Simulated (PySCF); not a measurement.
# C6H4F4: the cost of one run

Programs: PySCF 2.14.0, with routines of our own; each step states its level. All values are computed. Atoms count from 0.

### 1 The system as given

14 atoms, charge 0, multiplicity 1; geometry from: GFN2-xTB.

### 2 Magnetic properties: GIAO BHandHLYP/pcSseg-1

What the job is given:

```
{"job": {"kind": "mag", "xc": "BHandHLYP", "basis": "pcSseg-1", "isotopologues": 0}, "charge": 0, "multiplicity": 1}
C      1.732064    -1.980402     0.693212
C      1.492864    -0.735788     0.282274
C      0.177085    -0.267344     0.026592
C     -0.655054     0.707708    -0.297965
C     -0.881367     2.110730    -0.673454
F     -1.626097     2.776390     0.219809
F      0.273361     2.785936    -0.796733
F     -1.513982     2.219847    -1.856668
C     -1.274195    -0.604009     0.015393
F     -1.921504    -0.751228     1.216647
H      0.929746    -2.683120     0.846380
H      2.730441    -2.326175     0.895379
H      2.289767    -0.019741     0.131541
H     -1.753807    -1.233275    -0.724572
```

With the program's defaults for keys left out, this is: GIAO BHandHLYP/pcSseg-1 magnetisability, rotational g tensor and spin-rotation constants, non-relativistic, gas phase.

The run is started by

```bash
OMP_NUM_THREADS=1 python excited_run.py task.json out
```

One launch serves the whole session: the jobs run in the order shown.

Q: Estimate the wall time and peak memory of this first job on 1 thread of Intel Xeon 6975P-C, shared host.

About 38 s, with a peak of 0.96 GiB.
